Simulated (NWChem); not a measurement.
# BrF (SMILES FBr): levels of theory compared

Aim: a comparison of 4 runs (LC-BLYP/3-21G, rSCAN-D3(BJ)/x2c-SVPall-2c, MP2/SBKJC-VDZ, TD-B97-GGA1/x2c-SVPall-2c) of BrF. 

Program for the calculation: NWChem 7.3.0.

3 further runs of the same task are left out: 1 that didn't finish, 2 set aside as unsound or not needed.

**1. The structure to begin with**

BrF: 2 atoms, total charge 0, spin state singlet. As SMILES, `FBr`. The coordinates come from a GFN2-xTB relaxation.

Bond lengths: F1–Br2 1.800 Å.

**2. Magnetic shielding at LC-BLYP/3-21G (run 1)**

brf.nw reads:

```
start brf
memory stack 880 mb heap 220 mb global 1100 mb
charge 0
geometry units angstroms noautosym nocenter
 zmatrix
   F
   Br 1 1.79994
 end
end
basis
 * library 3-21G
end
dft
 xc xcamb88 1.00 lyp 1.0 hfexch 1.00
 cam 0.33 cam_alpha 0.0 cam_beta 1.0
 grid fine
 direct
 iterations 150
 mulliken
 print low
end
property
 shielding
end
task dft property
```

On the command line:

```bash
$ nwchem brf.nw > brf.out
```

The program printed:

```text
[...]
 d= 0,ls=0.0,diis     1  -2660.4540612854 -2.75D+03  1.99D-02  5.83D-01     0.4
[...]
 d= 0,ls=0.0,diis     7  -2660.4931265456 -2.33D-09  3.56D-07  1.25D-10     1.7
         Total DFT energy =    -2660.493126545602
      One electron energy =    -3893.318731028435
           Coulomb energy =     1241.545431879477
    Exchange-Corr. energy =     -101.328932941776
 Nuclear repulsion energy =       92.609105545132
[...]
      Total Density - Mulliken Population Analysis
     ---------------------------------------------
    Atom       Charge   Shell Charges
 -----------   ------   -------------------------------------------------------
    1 F    9     9.30   1.98  0.45  2.46  1.56  2.85
    2 Br  35    34.70   2.00  2.00  5.99  2.06  5.95  0.89  2.36  1.07  2.45  9.94
[...]
           isotropic =     704.8062
[...]
           isotropic =    -163.4386
[...]
```

Run time: 6.6 s. Hardware: 1 thread of Intel Xeon Platinum 8259CL at 2.50GHz (Skylake/Cascade Lake), shared host; peak memory 0.19 GiB.

**3. Energy and one-electron properties at rSCAN-D3(BJ)/x2c-SVPall-2c (sfX2C) (run 2)**

a.nw reads:

```
start a
title "BrF rSCAN"
memory stack 880 mb heap 220 mb global 1100 mb
charge 0
geometry units angstrom
 zmatrix
   F
   Br 1 r2
 variables
   r2 1.79994
 end
end
basis spherical bse
 * library x2c-SVPall-2c
end
relativistic
 x2c on
end
dft
 xc rscan
 disp vdw 4
 grid coarse
 convergence energy 1e-07
 iterations 150
 print medium
end
property
 efield
 efieldgrad
 electrondensity
 moldenfile
 molden_norm janpa
end
task dft property
```

On the command line:

```bash
$ nwchem a.nw > a.out
```

The program printed:

```text
[...]
 Group name             C4v
[...]
          Wavefunction type:  closed shell.
          No. of atoms     :     2
          No. of electrons :    44
[...]
          Charge           :     0
          Spin multiplicity:     1
[...]
          AO basis - number of functions:    52
[...]
              XC Information
              --------------
                        rSCAN Method XC Functional
                 rSCAN metaGGA Exchange Functional  1.000
                       rSCAN Correlation Potential  1.000
[...]
 d= 0,ls=0.0,diis     1  -2705.6350884459 -2.80D+03  1.42D-01  4.44D+02     1.5
[...]
 d= 0,ls=0.0,diis    10  -2706.0018867044 -5.40D-08  7.68D-07  1.74D-09     7.4
         Total DFT energy =    -2706.001886704435
      One electron energy =    -3945.990542907034
           Coulomb energy =     1251.178444937834
    Exchange-Corr. energy =     -103.798760899028
 Nuclear repulsion energy =       92.609105545132
    Dispersion correction =       -0.000133381340
[...]
```

It took 8.7 s on 1 thread of Intel Xeon Platinum 8259CL at 2.50GHz (Skylake/Cascade Lake), shared host; peak memory 0.12 GiB.

Run 3 isn't shown in full; the table further down has it.

**4. The vertical excitations at TD-B97-GGA1/x2c-SVPall-2c (sfX2C) (run 4)**

brf.nw reads:

```
START brf
memory 2200 mb

GEOMETRY units angstroms noautosym nocenter noautoz
   F      0.000000     0.000000     0.000000
   Br     0.000000     0.000000     1.799940
END

BASIS spherical
   F library x2c-SVPall-2c
   Br library x2c-SVPall-2c
END

RELATIVISTIC
   x2c on
END

DFT
   xc becke97gga1
   grid medium
   convergence energy 1e-08
   iterations 100
   mulliken
   print low
END

TDDFT
   rpa
   nroots 3
   notriplet
   cdspectrum
END

TASK tddft
```

On the command line:

```bash
$ nwchem brf.nw > brf.out
```

The program printed:

```text
[...]
 d= 0,ls=0.0,diis     1  -2706.9680185699 -2.80D+03  1.44D-01  4.53D+02     1.6
[...]
 d= 0,ls=0.0,diis    11  -2707.3606770349 -1.73D-09  2.63D-07  3.91D-10     9.4
         Total DFT energy =    -2707.360677034889
      One electron energy =    -3948.690635135151
           Coulomb energy =     1254.035514498924
    Exchange-Corr. energy =     -105.314661943794
 Nuclear repulsion energy =       92.609105545132
[...]
      Total Density - Mulliken Population Analysis
     ---------------------------------------------
    Atom       Charge   Shell Charges
 -----------   ------   -------------------------------------------------------
    1 F    9     9.29   1.99  1.15  0.83  3.29  2.02  0.00
    2 Br  35    34.71   2.00  2.00  1.99  1.51  0.47  3.82  5.91  2.15  2.29  2.40  0.10  8.23  1.71  0.13
[...]
         Spin multiplicity :       1
[...]
              XC Information
              --------------
        Becke 1997GGA-1 Method XC Potential
        Becke 1997GGA-1 Exchange Functional   1.00
      Becke 1997GGA-1 Correlation Potential   1.00
[...]
         Wavefunction type : Restricted singlets
          No. of electrons :      44
[...]
  Root   1 singlet a              0.116257400 a.u.                3.1635 eV
[...]
     Dipole Oscillator Strength                    0.0000632431
[...]
     Total Oscillator Strength                     0.0000637963
[...]
  Root   2 singlet a              0.116257400 a.u.                3.1635 eV
[...]
     Dipole Oscillator Strength                    0.0000631928
[...]
     Total Oscillator Strength                     0.0000637459
[...]
  Root   3 singlet a              0.228558107 a.u.                6.2194 eV
[...]
     Dipole Oscillator Strength                    0.0027294481
[...]
     Total Oscillator Strength                     0.0027308086
[...]
```

Run time: 22 s. Hardware: 1 thread of Intel Xeon Platinum 8259CL at 2.50GHz (Skylake/Cascade Lake), shared host; peak memory 0.19 GiB.

The roots found:

```tsv
excited state	energy (eV)	strength	label
1	3.164	0.0001	singlet a
2	3.164	0.0001	singlet a
3	6.219	0.0027	singlet a
```

**5. The series**

```tsv
run	level	task	Cartesian functions	energy (Eh)	wall time
1	LC-BLYP/3-21G	nmr	yes	-2660.493127	6.6 s
2	rSCAN-D3(BJ)/x2c-SVPall-2c (sfX2C)	properties	no	-2706.001887	8.7 s
3	MP2/SBKJC-VDZ (core potential, Cartesian functions)	energy	yes	-37.041036	1.6 s
4	TD-B97-GGA1/x2c-SVPall-2c (sfX2C)	excited	no	-2707.360677	22 s
```

**6. Results**

```
                                quantity           value
run 4: ground-state or mean-field energy  -2707.36068 Eh
 run 4: lowest singlet excitation energy         3.16 eV
```

In words: Totals of different functionals can't be ranked against each other. Some runs of one species differ in core potentials or relativity; totals across that change don't compare. All runs together took 39 s, the longest 22 s.
